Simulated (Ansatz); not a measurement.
# AlH₃O + H₂ + HF: a complex and its separated parts

Aim: how far the complex at one end of a reaction step lies below its separated, relaxed parts, level by level.

Computed with Ansatz 0.2.0, Gaussian basis. Level: PBE0-D4/def2-TZVP structures, single points in def2-TZVPP, no counterpoise correction.

Levels: SPW92, PBE-D4, BLYP-D4, r2SCAN-D4, B97M-V, PBE0-D4, B3LYP-D4, r2SCAN0-D4, BHLYP-D4, CAM-B3LYP-D4, wB97X-V, wB97M-V, B2PLYP, PBE-QIDH, RPA on PBE, Hartree-Fock, MP2, CCSD, CCSD(T).

Cores are frozen in the correlated methods. B3LYP uses VWN-RPA correlation. B2PLYP carries no dispersion term here.

26 further runs of the same task are left out: 26 set aside as unsound or not needed.

## Step 1: Starting geometry

The complex: 9 atoms, charge 0, spin multiplicity 1.

Atoms are counted from 1 here; the program's logs count them from 0.

Bond lengths: Al1–H3 1.571 Å, Al1–H4 1.581 Å, Al1–O6 1.733 Å, H2–H7 0.759 Å, H5–F8 0.954 Å, O6–H9 0.958 Å. Angles: H3–Al1–H4 126.4°, H3–Al1–O6 115.2°, H4–Al1–O6 117.2°, Al1–O6–H9 121.0°.

Geometry (Å):

```
Al   -0.97210   -0.28697   -0.47421
H     0.57729    1.00169   -1.40196
H    -0.61468   -1.60502   -1.25073
H    -1.96205    0.84776   -0.95569
H     1.12690   -0.38093    1.18174
O    -0.46929   -0.24772    1.18402
H     1.05851    0.60616   -0.96844
F     2.04018   -0.36792    0.90619
H    -0.78475    0.43295    1.77917
```

Its parts: AlH₃O holds atoms 1, 3, 4, 6, 9; H₂ holds atoms 2, 7; HF holds atoms 5, 8. Each part counts its atoms afresh in its own runs.

## Step 2: Relaxing AlH₃O alone

relax-a/in.yaml reads:

```yaml
crystal:
  periodic: [false, false, false]
  atoms:
    - {symbol: Al, position_ang: [-0.972104, -0.286973, -0.474206]}
    - {symbol: H, position_ang: [-0.614684, -1.605020, -1.250735]}
    - {symbol: H, position_ang: [-1.962048, 0.847761, -0.955690]}
    - {symbol: O, position_ang: [-0.469287, -0.247717, 1.184019]}
    - {symbol: H, position_ang: [-0.784750, 0.432950, 1.779175]}
basis:
  gaussian: {orbitals: def2-TZVP}
hamiltonian: {xc: pbe0, dispersion: d4}
relax: {f_tol: 0.005, max_steps: 200}
```

The command line of these runs was not kept.

Further steps of the session: Relaxing H₂ alone; Relaxing HF alone; wB97M-V/def2-TZVPP; CCSD(T)/def2-TZVPP; Vibrations of AlH₃O; Vibrations of H₂; Vibrations of HF.

What does the calculation give? Wanted: complex less parts, CCSD(T)/def2-TZVPP; with zero-point energy; largest T1 diagnostic.

The runs gave:

| quantity | value |
| --- | --- |
| complex less parts, CCSD(T)/def2-TZVPP | -47.7 kJ/mol |
| with zero-point energy | -26.2 kJ/mol |
| largest T1 diagnostic | 0.012 |

At CCSD(T) the complex lies 47.7 kJ/mol below its parts. B2PLYP is the best functional here (+1.3 kJ/mol from CCSD(T)); SPW92 is the worst (-48.6 kJ/mol). Mean unsigned error by rung: LDA 48.6, GGA 8.7, meta-GGA 6.5, hybrid 8.2, range-separated hybrid 8.1, double hybrid 3.3 kJ/mol. PBE-D4 gives a relative energy 14.0 kJ/mol too low, outside chemical accuracy (1 kcal/mol, 4.2 kJ/mol). No counterpoise was applied, and triple zeta lacks some correlation, so the CCSD(T) reference has a basis error of its own, and close matches with it are partly luck.
